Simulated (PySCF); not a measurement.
**The bond of KSb+, level by level**

What are the lowest state that PBE0 finds, the bond length, vibrational wavenumber and bond energy of KSb+, and how much do these hang on the method?

Program: PySCF 2.14.0. Level of theory: K x2c-SVPall, Sb x2c-SVPall, spin-free X2C with a Gaussian nucleus. These are calculated values, not measurements.

### Step 1. Input

A driver script around PySCF takes these settings:

- atoms: K, Sb
- charge: 1
- basis: K x2c-SVPall, Sb x2c-SVPall
- Hamiltonian: spin-free X2C with a Gaussian nucleus
- basis functions: 60
- electrons treated: 69
- masses in u: 38.9637, 120.9038
- levels: PBE0, PBE, r²SCAN, LDA, M06-2X, MN15, LC-ωPBE, HF, MP2, SCS-MP2, CCSD, CCSD(T)
- grid: 80 radial by 434 angular points
- occupations: held fixed by the projection of orbital angular momentum
- dissociation limit: K+ + Sb, each in its ground configuration
- starting distance in angstrom: 3.410
- values of 2S to try: 1, 3

Started as:

```console
OMP_NUM_THREADS=1 python dia.py task.json out
```

The runs that follow: PBE0 along the bond; Higher solutions at PBE0; PBE; r²SCAN; LDA (local density); M06-2X (hybrid meta-GGA); MN15; LC-ωPBE (range-separated hybrid); UHF; Adding correlation.

**Question.** What will these runs give? Wanted: for each run, Re; ωe; De; μ.

The runs gave:

Lowest PBE0 solution found, without spin–orbit coupling: ⁴Σ⁻ (quartet), unpaired electrons σ ↑, π ↑↑. State 2 has its PBE0 minimum 0.63 eV higher, as a spin-mixed determinant (⟨S²⟩ = 1.76), so this is no gap between pure states. State 3 has its PBE0 minimum 1.15 eV higher. State 4 has its PBE0 minimum 1.63 eV higher. The other levels ran on the lowest alone.

| level | Re (Å) | ωe (cm⁻¹) | De (eV) | μ (D) |
| --- | --- | --- | --- | --- |
| UHF | 3.962 | 58.6 | 0.180 | -12.63 |
| UHF-MP2 | 3.863 | 66.8 | 0.225 | n/a |
| UHF-SCS-MP2 | 3.881 | 65.5 | 0.216 | n/a |
| UHF-CCSD | 3.871 | 66.6 | 0.224 | n/a |
| UHF-CCSD(T) | 3.866 | 67.1 | 0.227 | n/a |
| LDA | 3.643 | 74.9 | 0.319 | -10.96 |
| PBE | 3.795 | 66.8 | 0.254 | -11.58 |
| r²SCAN | 3.824 | 64.2 | 0.205 | -11.96 |
| PBE0 | 3.799 | 65.5 | 0.227 | -11.77 |
| MN15 | 3.757 | 68.3 | 0.240 | -11.71 |
| M06-2X | 3.693 | 75.3 | 0.275 | -11.49 |
| LC-ωPBE | 3.815 | 63.6 | 0.190 | -12.01 |

De is counted to K+ + Sb in their ground configurations. A positive dipole points from K to Sb; in an ion it is taken about the centre of mass and does not tell which atom is negative.

What this shows: Bond lengths run from 3.643 Å (LDA) to 3.962 Å (UHF). CCSD(T) can't serve as the judge here: for a weak bond in this basis it is far from its limit. Of the levels with a De here, UHF gives the least (0.180 eV) and LDA the most (0.319 eV).

Correlated steps freeze 23 core orbitals. These are scalar-relativistic numbers at best; spin–orbit coupling would shift them, the dissociation energy most. The bond is weak, and basis-set superposition, which was not computed, may be a sizeable part of it. With spin–orbit coupling the term label itself may not hold.
